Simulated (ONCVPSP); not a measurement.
# An ONCV potential for Re, from input to tests

Task: generate the file, and judge it by its errors in other configurations, its logarithmic derivatives, its ghosts and its cutoff.

Method: ONCVPSP 4.0.1, LDA (Perdew-Wang 92), scalar-relativistic.

## 1. Starting point

Typed settings, in words:

```
element                 : rhenium (Re, Z = 75)
type                    : optimised norm-conserving Vanderbilt (ONCV)
frozen core             : [Kr] 4d10 4f14
valence charge          : 15
reference configuration : 5s2 5p6 5d5 6s1.75 6p0.25
partial waves           : 5s+6s: rc 1.95 bohr, ncon 3, nbas 6, qcut 5.6 1/bohr, 2 projectors; 5p+6p: rc 1.85 bohr, ncon 5, nbas 9, qcut 7.4 1/bohr, 2 projectors; 5d: rc 1.50 bohr, ncon 5, nbas 9, qcut 6.3 1/bohr, local
local potential         : the d channel
core correction         : not asked for
```

The nodes and maxima of the atom's own shells, from an earlier all-electron run, set the scale for the radii.

All-electron outer shells of the reference configuration (LDA (PZ), scalar-relativistic, ld1.x):

```json
{"shell": "4d", "level (eV)": "-255.62", "outermost node (bohr)": "0.21", "outermost maximum (bohr)": "0.44"}
{"shell": "5s", "level (eV)": "-85.95", "outermost node (bohr)": "0.52", "outermost maximum (bohr)": "0.93"}
{"shell": "5p", "level (eV)": "-47.65", "outermost node (bohr)": "0.56", "outermost maximum (bohr)": "1.06"}
{"shell": "4f", "level (eV)": "-43.04", "outermost node (bohr)": "–", "outermost maximum (bohr)": "0.41"}
{"shell": "6s", "level (eV)": "-6.47", "outermost node (bohr)": "1.24", "outermost maximum (bohr)": "2.54"}
{"shell": "5d", "level (eV)": "-5.98", "outermost node (bohr)": "0.62", "outermost maximum (bohr)": "1.43"}
{"shell": "6p", "level (eV)": "-1.68", "outermost node (bohr)": "1.48", "outermost maximum (bohr)": "3.61"}
```

## 2. Generation

The input, Re.dat:

```
# ATOM AND REFERENCE CONFIGURATION
# atsym  z   nc   nv     iexc    psfile
  Re 75.00   10    5  -001012      upf
#
#   n    l    f
    1    0    2.00
    2    0    2.00
    2    1    6.00
    3    0    2.00
    3    1    6.00
    3    2   10.00
    4    0    2.00
    4    1    6.00
    4    2   10.00
    4    3   14.00
    5    0    2.00
    5    1    6.00
    5    2    5.00
    6    0    1.75
    6    1    0.25
#
# PSEUDOPOTENTIAL AND OPTIMIZATION
# lmax
    2
#
#   l,   rc,      ep,       ncon, nbas, qcut
    0    1.95    0.00    3    6    5.60
    1    1.85    0.00    5    9    7.40
    2    1.50    0.00    5    9    6.30
#
# LOCAL POTENTIAL
# lloc, lpopt,  rc(5),   dvloc0
    2    5    1.50    0.00
#
# VANDERBILT-KLEINMAN-BYLANDER PROJECTORs
# l, nproj, debl
    0    2    2.30
    1    2    3.70
    2    0    1.80
#
# MODEL CORE CHARGE
# icmod, fcfact, rcfact
    0    0.00    0.00
#
# LOG DERIVATIVE ANALYSIS
# epsh1, epsh2, depsh
   -5.00    5.00    0.04
#
# OUTPUT GRID
# rlmax, drl
    6.00    0.01
#
# TEST CONFIGURATIONS
# ncnf
    4
# nvcnf
#   n    l    f
    5
    5    0    2.00
    5    1    6.00
    5    2    5.00
    6    0    2.00
    6    1    0.00
#
    5
    5    0    2.00
    5    1    6.00
    5    2    5.00
    6    0    1.00
    6    1    0.00
#
    5
    5    0    2.00
    5    1    6.00
    5    2    5.00
    6    0    0.00
    6    1    0.00
#
    5
    5    0    2.00
    5    1    5.00
    5    2    5.00
    6    0    2.00
    6    1    0.00
#
```

On the command line:

```sh
$ oncvpsp.x < Re.dat > Re.out
```

What does the calculation give? Wanted: cutoffs for 1 and 0.1 mHa per electron, occupied waves; bound ghosts; GHOST(+) flags; largest test error; largest phase difference near zero energy, channels read.

The runs gave:

| quantity | value |
| --- | --- |
| cutoffs for 1 and 0.1 mHa per electron, occupied waves | 18 Ha and 23 Ha |
| bound ghosts | none found |
| GHOST(+) flags | none at low energy |
| largest test error (AE − PS) | -113 meV, for 5s2 5p5 5d5 6s2 6p0 |
| largest phase difference near zero energy, channels read | 0.001 rad |

**Reading.** By total energies transferability is fair for so large an energy: the largest error is 113 meV on 52.0 eV, for 5s2 5p5 5d5 6s2 6p0. That test lies far up in energy; among those under 40 eV, nearer to bonding, the largest error is 12 meV. It counts as of middling hardness, with 18 Ha needed at the looser tolerance. At the looser tolerance the 5p wave is the slowest; 5d needs 15 Ha. The program's ghost test flags no bound state. Near zero energy the phases of the channels with partial waves agree within 0.001 rad. Note that the frozen 4f shell (-43 eV) lies higher than the valence 5s shell (-86 eV).
